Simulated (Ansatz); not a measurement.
**HfSi+ (doublet): the correlation ladder, def2-SVP**

The task here is to estimate one member of a computed series from the others.

The runs use Ansatz 0.2.0, Gaussian basis; def2-SVP, core rule «outside noble gas», up to 9 orbitals frozen.

Plan: UHF; CCSD(T) on ROHF; CCSD(T) on UHF; CISD; CCSDT(Q) on ROHF; CCSDT(Q) on UHF.

11 further runs of the same task are left out: 6 for a known fault of the program, 1 that didn't finish, 4 set aside as unsound or not needed.

## What is computed

The geometry is a PBE0/def2-TZVP stationary point (not a proven minimum) of the parent state, kept for this charge and spin. No spin-orbit coupling is included. Elements past krypton take def2 core potentials.

2 atoms, charge 1, spin multiplicity 2.

Atoms are counted from 1 here; the program's logs count them from 0.

Bond lengths: Hf1–Si2 2.513 Å.

The first run:

in.yaml

```yaml
crystal:
  periodic: [false, false, false]
  atoms:
    - {symbol: Hf, position_ang: [0.000000, 0.000000, 0.000000]}
    - {symbol: Si, position_ang: [0.000000, 0.000000, 2.513200]}
basis:
  gaussian: {orbitals: def2-SVP}
total_charge: 1
magnetization: {spin_polarized: true, initial_magnetization: 1}
hamiltonian: {xc: hf}
output: {orbitals: {seedname: orbitals}}
```

Command:

```sh
ansatz run in.yaml --threads 1 --pin off --events-out ev --progress --plain --max-ram 2393MiB
```

Among the steps run: UHF; CCSD(T) on ROHF; CCSD(T) on UHF; CISD; CCSDT(Q) on ROHF; CCSDT(Q) on UHF.

One of the session's tables, all rows but one given; the rest of the session is left out.

```
   method  from RCCSDT(Q) (kJ/mol)
     RMP2                    +93.4
     UMP2                   +120.4
     CISD                   +128.0
    RCCSD                    +48.0
    UCCSD                    +46.8
 RCCSD(T)                    +11.6
 UCCSD(T)                    +21.2
   RCCSDT                     +6.8
   UCCSDT                     +7.1
RCCSDT(Q)                        0
UCCSDT(Q)                        ?
```

Estimate the missing values for UCCSDT(Q).

**Answer.** from RCCSDT(Q) (kJ/mol): -1.6. In the column «from RCCSDT(Q) (kJ/mol)» it is the lowest.

Left out of the table: ROHF, UHF (another determinant or state than the rows shown).

Limits of these values: The determinant is far from a pure spin state, so its energy mixes those of several spin states (harmless only where they are near-degenerate, as at dissociation). The program flags UCCSD(T), UCCSDT(Q) as in doubt, so those rows may rest on another solution; read them beside their warnings. Warnings: spin contamination; coupled cluster took another determinant than the lowest; large T1 diagnostic. Restricted and unrestricted rows rest on different reference determinants; where their highest levels disagree by more than a few hundredths of an eV, they describe different states and don't form one ladder.
